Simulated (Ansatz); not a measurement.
# C2H6ClFO2Zr: the cost of one run

Computed with Ansatz 0.2.0, Gaussian basis. Level: the settings change from run to run.

### Step 1. The molecule

The structure was relaxed beforehand with PBE0-D4 in a triple-zeta def2 set. Zr takes a core potential in def2 sets; no spin-orbit term is included.

SMILES `CC[O][Zr]([OH])([F])[Cl]`, 13 atoms, charge 0, spin multiplicity 1.

Atoms are counted from 1 here; the program's logs count them from 0.

Bond lengths: C1–C2 1.511 Å, C1–H8 1.093 Å, C1–H9 1.092 Å, C1–H10 1.092 Å, C2–O3 1.400 Å, C2–H11 1.096 Å, C2–H12 1.096 Å, O3–Zr4 1.890 Å, Zr4–O5 1.909 Å, Zr4–F6 1.910 Å, Zr4–Cl7 2.373 Å, O5–H13 0.953 Å. Angles: C2–C1–H8 110.2°, C2–C1–H9 110.7°, C2–C1–H10 110.8°, H8–C1–H9 108.4°, H8–C1–H10 108.4°, H9–C1–H10 108.4°, C1–C2–O3 111.2°, C1–C2–H11 110.6°, C1–C2–H12 110.6°, O3–C2–H11 108.3°, O3–C2–H12 108.6°, H11–C2–H12 107.5°, C2–O3–Zr4 178.5°, O3–Zr4–O5 110.6°, O3–Zr4–F6 108.2°, O3–Zr4–Cl7 108.3°, O5–Zr4–F6 109.1°, O5–Zr4–Cl7 110.2° and more.

As a file:

```xyz
13
charge 0, multiplicity 1
C    -2.1655   -0.1419    0.2844
C    -0.8652   -0.7539    0.7514
O     0.2205   -0.2580    0.0191
Zr    1.6834    0.4545   -0.9430
O     3.0202    1.1055    0.2536
F     1.0454    1.9016   -2.0144
Cl    2.5775   -1.2617   -2.3166
H    -2.9998   -0.5409    0.8663
H    -2.3418   -0.3679   -0.7693
H    -2.1484    0.9432    0.4062
H    -0.8894   -1.8433    0.6361
H    -0.6980   -0.5388    1.8131
H     3.5610    1.3018    1.0131
```

### Step 2. PBE/def2-SVPD

This run has finite nuclei, D3(BJ) with three-body dispersion, high accuracy.

in.yaml

```yaml
crystal:
  periodic: [false, false, false]
  atoms:
    - {symbol: C, position_ang: [-2.165470, -0.141938, 0.284392]}
    - {symbol: C, position_ang: [-0.865199, -0.753866, 0.751362]}
    - {symbol: O, position_ang: [0.220466, -0.257996, 0.019105]}
    - {symbol: Zr, position_ang: [1.683396, 0.454532, -0.942986]}
    - {symbol: O, position_ang: [3.020229, 1.105493, 0.253566]}
    - {symbol: F, position_ang: [1.045445, 1.901589, -2.014445]}
    - {symbol: Cl, position_ang: [2.577534, -1.261704, -2.316560]}
    - {symbol: H, position_ang: [-2.999750, -0.540943, 0.866347]}
    - {symbol: H, position_ang: [-2.341840, -0.367942, -0.769271]}
    - {symbol: H, position_ang: [-2.148436, 0.943187, 0.406212]}
    - {symbol: H, position_ang: [-0.889383, -1.843325, 0.636081]}
    - {symbol: H, position_ang: [-0.697988, -0.538826, 1.813102]}
    - {symbol: H, position_ang: [3.560996, 1.301751, 1.013105]}
basis:
  gaussian: {orbitals: def2-SVPD, nuclear_model: gaussian}
hamiltonian: {xc: {name: PBE}, dispersion: d3bjatm}
accuracy: high
output: {forces: true}
```

On the command line:

```sh
> ansatz run in.yaml --threads 2 --pin off --events-out ev --progress --plain --max-ram 31744MiB --backend cpu
```

What time and memory should one allow on 2 threads of AMD EPYC 7R13, shared host?

About 24 s, with a peak of 1.4 GiB.
